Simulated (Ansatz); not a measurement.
HTe, vertical and adiabatic energies of changing the electron count

Run with Ansatz 0.2.0 through its Python package.

`hte.py`
```python
"""How HTe relaxes after losing an electron."""

import itertools

import ansatz as az
from ase.data import atomic_numbers, covalent_radii
import numpy as np

geometry_ang = [
    ("Te", [0.0, 0.0, 0.0]),
    ("H", [0.0, 0.0, 1.64]),
]
system = az.Crystal.molecule()
for symbol, xyz in geometry_ang:
    system = system.atom(symbol, xyz)

base = system.calculation()
base = base.basis(gaussian="def2-TZVP").functional("pbe", dispersion="d3bj")
base = base.spin("collinear", total=1)
symbols = [site.symbol for site in system.cartesian_sites]
start = np.array([site.position_ang for site in system.cartesian_sites], dtype=float)
r = base.relax(force_tolerance=0.01).run().report
end = np.array(r["positions_ang"])

minimum = az.Crystal.molecule()
for symbol, place in zip(symbols, end):
    minimum = minimum.atom(symbol, place.tolist())
ion = (
    minimum.calculation()
    .basis(gaussian="def2-TZVP")
    .functional("pbe", dispersion="d3bj")
    .charge(1)
)
vertical = ion.run().report
settled = ion.relax(force_tolerance=0.01, max_steps=80).run().report
print(f"vertical ionisation energy   {vertical['free_energy_ev'] - r['free_energy_ev']:.3f} eV")
print(f"adiabatic, no zero point     {settled['free_energy_ev'] - r['free_energy_ev']:.3f} eV")
print(f"relaxation energy of the ion {vertical['free_energy_ev'] - settled['free_energy_ev']:.3f} eV")
ionised = np.array(settled["positions_ang"])
# pairs closer than 1.2 times the sum of covalent radii, before or after
radius = [covalent_radii[atomic_numbers[s]] for s in symbols]
span = lambda where, i, j: np.linalg.norm(where[i] - where[j])
bonded = [(i, j) for i, j in itertools.combinations(range(len(symbols)), 2) if min(span(end, i, j), span(ionised, i, j)) < 1.2 * (radius[i] + radius[j])]
print("pair        before    after (A)")
for i, j in bonded:
    print(f"{symbols[i]}{i}-{symbols[j]}{j}".ljust(10), f"{span(end, i, j):8.4f} {span(ionised, i, j):8.4f}")
```

`python hte.py` gives:
```text
vertical ionisation energy   10.287 eV
adiabatic, no zero point     10.286 eV
relaxation energy of the ion 0.001 eV
pair        before    after (A)
Te0-H1       1.6738   1.6847
```

The energies are electronic: no zero-point or thermal terms, and the basis set is short of its limit. The product may relax into another structure. Each relaxation finds its nearest minimum, which needn't be the lowest. def2 sets replace the cores of elements past krypton by effective core potentials. The run takes the species as open-shell (spin multiplicity 2), which needn't be its ground state. Only the spin states typed were run; another state of an ion can lie lower, by up to an eV or two. It ran for 7.6 s on 1 thread of Arm Neoverse V2, on a shared host, peak memory 0.18 GiB.
